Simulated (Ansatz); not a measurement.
**CH₄FOSn radical: up Jacob's ladder to CCSD(T)**

The task here is to estimate one member of a computed series from the others.

Method: functionals in def2-TZVPP, the program's frozen cores in correlated methods; program: Ansatz 0.2.0, Gaussian basis.

Plan: LDA (SPW92), PBE-D4, revPBE-D4, BLYP-D4, r2SCAN-D4, B97M-V, PBE0-D4, B3LYP-D4, r2SCANh-D4, r2SCAN0-D4, HSE06-D4, BHLYP-D4, CAM-B3LYP-D4, LC-ωPBE, ωB97X-V, ωB97M-V, B2PLYP, PBE-QIDH; CCSD(T)/def2-SVP; CCSD(T)/def2-TZVPP; MP2/def2-QZVPP; extrapolation to the limit; RPA on PBE.

### The relaxed structure

An earlier PBE0-D4 in a triple-zeta def2 set relaxation fixed the geometry. Sn takes the def2 core potential; no spin-orbit term is included.

8 atoms, charge 0, spin multiplicity 2.

Atoms are counted from 1 here; the program's logs count them from 0.

Bond lengths: C1–O2 1.408 Å, C1–H5 1.096 Å, C1–H6 1.095 Å, C1–H7 1.094 Å, O2–Sn3 1.962 Å, Sn3–F4 1.936 Å, Sn3–H8 1.743 Å. Angles: O2–C1–H5 111.4°, O2–C1–H6 112.6°, O2–C1–H7 107.7°, H5–C1–H6 108.7°, H5–C1–H7 107.8°, H6–C1–H7 108.3°, C1–O2–Sn3 123.3°, O2–Sn3–F4 101.9°, O2–Sn3–H8 104.6°, F4–Sn3–H8 105.8°.

As a file:

```xyz
8

C    -0.7668    0.6819   -0.7196
O    -0.5251   -0.6142   -0.2242
Sn    1.2272   -1.2076    0.4294
F     1.8615    0.3666    1.3614
H    -0.4831    0.7670   -1.7752
H    -0.2395    1.4551   -0.1507
H    -1.8416    0.8723   -0.6449
H     0.8596   -2.3782    1.6679
```

The first run:

Contents of in.yaml:

```yaml
crystal:
  periodic: [false, false, false]
  atoms:
    - {symbol: C, position_ang: [-0.766842, 0.681885, -0.719585]}
    - {symbol: O, position_ang: [-0.525094, -0.614152, -0.224241]}
    - {symbol: Sn, position_ang: [1.227179, -1.207644, 0.429407]}
    - {symbol: F, position_ang: [1.861490, 0.366629, 1.361360]}
    - {symbol: H, position_ang: [-0.483091, 0.767023, -1.775202]}
    - {symbol: H, position_ang: [-0.239540, 1.455055, -0.150701]}
    - {symbol: H, position_ang: [-1.841641, 0.872276, -0.644882]}
    - {symbol: H, position_ang: [0.859639, -2.378173, 1.667943]}
basis:
  gaussian: {orbitals: def2-TZVPP}
magnetization: {spin_polarized: true, initial_magnetization: 1}
hamiltonian: {xc: lda}
output: {orbitals: {seedname: orbitals}}
```

On the command line:

```bash
$ ansatz run in.yaml --threads 4 --pin off --events-out ev --progress --plain --max-ram 10444MiB
```

Steps of the session up to this table: LDA; PBE-D4 (GGA); revPBE-D4 (GGA); BLYP-D4 (GGA); r2SCAN-D4 (meta-GGA); B97M-V (meta-GGA); PBE0-D4 (hybrid); B3LYP-D4 (hybrid); r2SCANh-D4 (hybrid); r2SCAN0-D4 (hybrid); HSE06-D4 (hybrid); BHLYP-D4 (hybrid); CAM-B3LYP-D4 (range-separated); LC-ωPBE (range-separated); ωB97X-V (range-separated); ωB97M-V (range-separated); B2PLYP (double hybrid); PBE-QIDH (double hybrid).

One of the session's tables, all rows but one given; the rest of the session is left out.

It belongs to the step «Frontier levels by functional». 

```
  functional  HOMO (eV)  LUMO (eV)  gap (eV)
 LDA (SPW92)      -5.68      -4.95      0.73
      PBE-D4      -5.60      -4.64      0.96
   revPBE-D4      -5.56      -4.53      1.03
     BLYP-D4      -5.48      -4.65      0.83
   r2SCAN-D4      -6.01      -4.41      1.60
      B97M-V      -5.85      -4.80      1.05
     PBE0-D4      -6.85      -3.86      2.99
    B3LYP-D4      -6.63      -4.23      2.39
  r2SCANh-D4          ?          ?         ?
  r2SCAN0-D4      -7.17      -3.67      3.50
    HSE06-D4      -6.46      -4.23      2.23
    BHLYP-D4      -7.97      -3.15      4.82
CAM-B3LYP-D4      -8.14      -3.00      5.14
     LC-ωPBE      -9.43      -1.63      7.80
     ωB97X-V      -9.01      -2.01      7.00
     ωB97M-V      -8.94      -2.13      6.82
```

Q: Estimate the row for r2SCANh-D4 from the others.

Worked estimate for «HOMO (eV)». Against the share of exact exchange, r2SCAN-D4 (0, -6.01), r2SCAN0-D4 (0.25, -7.17) give a slope of -4.64 per unit share; at 0.1 the line stands at -6.47.

**Answer.** HOMO (eV): -6.48; LUMO (eV): -4.11; gap (eV): 2.36. In «HOMO (eV)» the line misses by +0.01.
